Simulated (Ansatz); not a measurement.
# H7NSn: the cost of one run

All numbers below are computed with Ansatz 0.2.0 (RKS B3LYP/def2-SVP).

## (1) Starting point

Bond lengths: Sn1–H3 1.740 Å, Sn1–H4 1.739 Å, Sn1–H5 1.739 Å, Sn1–N6 2.400 Å, N6–H7 1.060 Å, N6–H8 1.060 Å. Angles: H3–Sn1–H4 109.5°, H3–Sn1–H5 109.5°, H3–Sn1–N6 178.9°, H4–Sn1–H5 109.5°, H4–Sn1–N6 70.0°, H5–Sn1–N6 70.0°, Sn1–N6–H7 120.0°, Sn1–N6–H8 120.0°, H7–N6–H8 120.0°.

As a file:

```xyz
9

Sn    0.0000    0.0000    0.0000
H     0.0000    0.0000    2.0900
H     1.6408    0.0000   -0.5794
H    -0.8195    1.4198   -0.5794
H    -0.8195   -1.4198   -0.5794
N    -2.2776    0.0000    0.7568
H    -2.9976   -0.6071    0.2705
H    -2.5634    0.6071    1.5773
H    -1.0919    0.0000    1.9721
```

## (2) Pulling towards end A

Springs on the bonds that form and break draw the guess towards this end; the thresholds are loose.

Input file input.yaml:

```yaml
crystal:
  periodic: [false, false, false]
  atoms:
    - { symbol: Sn, position_ang: [0.0, 0.0, 0.0] }
    - { symbol: H, position_ang: [0.0, 0.0, 2.09] }
    - { symbol: H, position_ang: [1.6408, 0.0, -0.5794] }
    - { symbol: H, position_ang: [-0.8195, 1.4198, -0.5794] }
    - { symbol: H, position_ang: [-0.8195, -1.4198, -0.5794] }
    - { symbol: "N", position_ang: [-2.2776, 0.0, 0.7568] }
    - { symbol: H, position_ang: [-2.9976, -0.6071, 0.2705] }
    - { symbol: H, position_ang: [-2.5634, 0.6071, 1.5773] }
    - { symbol: H, position_ang: [-1.0919, 0.0, 1.9721] }
basis:
  gaussian: { orbitals: def2-SVP }
hamiltonian:
  xc: b3lyp
relax:
  f_tol: 0.15
  max_steps: 25
  restrain:
    - { distance: [0, 5], at: 3.3, k: 30.0 }
    - { distance: [8, 1], at: 1.86, k: 30.0 }
    - { distance: [0, 1], at: 1.74, k: 30.0 }
    - { distance: [8, 5], at: 1.06, k: 30.0 }
```

Run with:

```bash
$ ansatz run input.yaml --threads 1 --pin off --max-ram 2048MiB --backend cpu --events-out ev --progress --plain --runs-dir out
```

**Question.** How long does this run take on 1 thread of Arm Neoverse V2, shared host, and how much memory does it need?

About 26 s, with a peak of 0.17 GiB.
